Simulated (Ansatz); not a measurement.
# AlGa3O6: band edges up the ladder

The task here is to estimate one member of a computed series from the others.

Program: Ansatz 0.2.0. Level of theory: DFT PBEsol, scalar-relativistic, plane waves, PAW. These are calculated values, not measurements.

That is the level of the relaxation; later steps name their own.

## The starting structure

It takes space group Cm (No. 8, monoclinic). Conventional cell: a = 12.205 Å, b = 3.035 Å, c = 5.794 Å, α = 90.00°, β = 103.83°, γ = 90.00°. Al (site symmetry m) is surrounded by 4 O at 1.83 to 1.86 Å. Ga (site symmetry m) has 4 O at 1.83 to 1.86 Å as nearest neighbours. Ga (site symmetry m) is surrounded by 6 O at 1.93 to 2.07 Å. O (site symmetry m) has 1 Al at 1.83 Å and 2 Ga at 1.94 Å as nearest neighbours. Around O (site symmetry m) lie 3 Ga at 1.83 to 1.94 Å. O (site symmetry m) has 1 Al at 1.86 Å and 3 Ga at 2.00 to 2.07 Å as nearest neighbours. O (site symmetry m) has 4 Ga at 1.86 to 2.07 Å as nearest neighbours. Only part of the 10 independent sites is listed.

As a file:

```
Al Ga O
1.0
     6.10269   -1.51748    0.00000
     6.10269    1.51748    0.00000
    -1.38501    0.00000    5.62604
Al Ga O
1 3 6
Direct
  0.09050 0.09050 0.79460
  0.90950 0.90950 0.20540
  0.65866 0.65866 0.31402
  0.34134 0.34134 0.68598
  0.16450 0.16450 0.10980
  0.83550 0.83550 0.89020
  0.17330 0.17330 0.56320
  0.82670 0.82670 0.43680
  0.49590 0.49590 0.25660
  0.50410 0.50410 0.74340
```

The first run:

(A quick probe on a coarse mesh, which set the mesh and smearing, is not shown.)

input.yaml

```yaml
crystal:
  lattice:
    - [6.10269019, -1.51747833, 0.0]
    - [6.10269019, 1.51747833, 0.0]
    - [-1.38501078, 0.0, 5.62603555]
  atoms:
    - { symbol: Al, position: [0.0905, 0.0905, 0.7946] }
    - { symbol: Ga, position: [0.9095, 0.9095, 0.2054] }
    - { symbol: Ga, position: [0.65866, 0.65866, 0.31402] }
    - { symbol: Ga, position: [0.34134, 0.34134, 0.68598] }
    - { symbol: O, position: [0.1645, 0.1645, 0.1098] }
    - { symbol: O, position: [0.8355, 0.8355, 0.8902] }
    - { symbol: O, position: [0.1733, 0.1733, 0.5632] }
    - { symbol: O, position: [0.8267, 0.8267, 0.4368] }
    - { symbol: O, position: [0.4959, 0.4959, 0.2566] }
    - { symbol: O, position: [0.5041, 0.5041, 0.7434] }
basis:
  ecutwfc: 420
kpoints:
  mp_grid: { grid: [6, 6, 4] }
hamiltonian:
  xc: pbesol
scf:
  occupations: { method: gaussian, width: 0.1 }
output:
  forces: true
  stress: true
  eigenvalues: true
relax:
  adjacent_minimum: "off"
  f_tol: 0.05
  max_steps: 80
  cell: { stress_tol: 0.5 }
```

Started as:

```sh
ansatz run input.yaml --threads 4 --pin off --max-ram 10240MiB --backend cpu --events-out ev --progress --plain --runs-dir out
```

Among the steps run: Coarse relaxation; The relaxation; Band edges over the whole zone; The run at PBEsol; Levels with PBEsol on the hybrid's mesh; The run at HSE06; Levels with PBEsol, spin-orbit coupling; The run at r2SCAN.

One table of the session follows, with a row left open; its other results are not shown here.

| level | gap (eV) | least direct gap (eV) |
| --- | --- | --- |
| PBEsol | 2.72 | 2.82 |
| PBEsol on the hybrid's mesh | 2.72 | 2.82 |
| HSE06 | 4.63 | 4.75 |
| PBEsol, spin-orbit coupling | 2.72 | 2.82 |
| r2SCAN | ? | ? |

Estimate the missing values for r2SCAN.

**Answer.** gap (eV): 3.50; least direct gap (eV): 3.61. In the column «gap (eV)» it lies between PBEsol, spin-orbit coupling (2.72) and HSE06 (4.63).

Gaps are by band count over the mesh and the named points; a gap of 0 means that the bands overlap or touch.
